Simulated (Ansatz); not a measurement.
**Cl₂H₂NSi radical: a ladder of functionals and wavefunction methods**

The task here is to estimate one member of a computed series from the others.

Program: Ansatz 0.2.0, Gaussian basis. Level of theory: functionals in def2-TZVPP, the program's frozen cores in correlated methods. These are calculated values, not measurements.

Levels to be run: LDA (SPW92), PBE-D4, revPBE-D4, BLYP-D4, r2SCAN-D4, B97M-V, PBE0-D4, B3LYP-D4, r2SCANh-D4, r2SCAN0-D4, HSE06-D4, BHLYP-D4, CAM-B3LYP-D4, LC-ωPBE, ωB97X-V, ωB97M-V, B2PLYP, PBE-QIDH; CCSD(T)/def2-SVP; CCSD(T)/def2-TZVPP; MP2/def2-QZVPP; extrapolation to the limit; RPA on PBE.

### The relaxed structure

All runs share one geometry, relaxed beforehand with PBE0-D4 in a triple-zeta def2 set.

SMILES `[NH][SiH](Cl)Cl`, 6 atoms, charge 0, spin multiplicity 2.

Atoms are counted from 1 here; the program's logs count them from 0.

Bond lengths: N1–Si2 1.734 Å, N1–H5 1.023 Å, Si2–Cl3 2.043 Å, Si2–Cl4 2.043 Å, Si2–H6 1.469 Å. Angles: Si2–N1–H5 113.3°, N1–Si2–Cl3 109.1°, N1–Si2–Cl4 109.2°, N1–Si2–H6 110.8°, Cl3–Si2–Cl4 110.5°, Cl3–Si2–H6 108.6°, Cl4–Si2–H6 108.6°.

Geometry (Å):

```csv
atom,x (Å),y (Å),z (Å)
N1,1.40369,-0.21546,-0.16359
Si2,-0.24099,0.04194,0.32076
Cl3,-0.91226,1.79122,-0.49252
Cl4,-1.38239,-1.52725,-0.31720
H5,1.52058,-0.28828,-1.17690
H6,-0.34644,0.13393,1.78315
```

The first run:

Contents of in.yaml:

```yaml
crystal:
  periodic: [false, false, false]
  atoms:
    - {symbol: N, position_ang: [1.403695, -0.215463, -0.163592]}
    - {symbol: Si, position_ang: [-0.240988, 0.041944, 0.320760]}
    - {symbol: Cl, position_ang: [-0.912260, 1.791221, -0.492523]}
    - {symbol: Cl, position_ang: [-1.382387, -1.527253, -0.317195]}
    - {symbol: H, position_ang: [1.520576, -0.288282, -1.176902]}
    - {symbol: H, position_ang: [-0.346437, 0.133932, 1.783153]}
basis:
  gaussian: {orbitals: def2-TZVPP}
magnetization: {spin_polarized: true, initial_magnetization: 1}
hamiltonian: {xc: lda}
output: {orbitals: {seedname: orbitals}}
```

Steps of the session up to this table: LDA; PBE-D4 (GGA); revPBE-D4 (GGA); BLYP-D4 (GGA); r2SCAN-D4 (meta-GGA); B97M-V (meta-GGA); PBE0-D4 (hybrid); B3LYP-D4 (hybrid); r2SCANh-D4 (hybrid); r2SCAN0-D4 (hybrid); HSE06-D4 (hybrid); BHLYP-D4 (hybrid); CAM-B3LYP-D4 (range-separated); LC-ωPBE-D4 (range-separated; the results give it without D4); ωB97X-V (range-separated); ωB97M-V (range-separated); B2PLYP (double hybrid); PBE-QIDH (double hybrid).

One table of the session follows, with a row left open; its other results are not shown here.

It belongs to the step «Frontier levels by functional». 

```
  functional  HOMO (eV)  LUMO (eV)  gap (eV)
 LDA (SPW92)      -7.17      -6.19      0.99
      PBE-D4      -7.11      -5.59      1.53
   revPBE-D4          ?          ?         ?
     BLYP-D4      -6.98      -5.53      1.45
   r2SCAN-D4      -7.48      -4.96      2.51
      B97M-V      -7.58      -5.06      2.52
     PBE0-D4      -8.63      -4.12      4.51
    B3LYP-D4      -8.36      -4.58      3.78
  r2SCANh-D4      -8.03      -4.45      3.58
  r2SCAN0-D4      -8.86      -3.69      5.17
    HSE06-D4      -8.22      -4.52      3.70
    BHLYP-D4     -10.01      -2.69      7.32
CAM-B3LYP-D4     -10.07      -3.02      7.05
     LC-ωPBE     -11.52      -1.52      9.99
     ωB97X-V     -11.11      -1.97      9.13
     ωB97M-V     -10.94      -2.05      8.89
```

Estimate the missing values for revPBE-D4.

**Answer.** HOMO (eV): -7.06; LUMO (eV): -5.43; gap (eV): 1.64. In the column «HOMO (eV)» it lies between PBE-D4 (-7.11) and BLYP-D4 (-6.98).
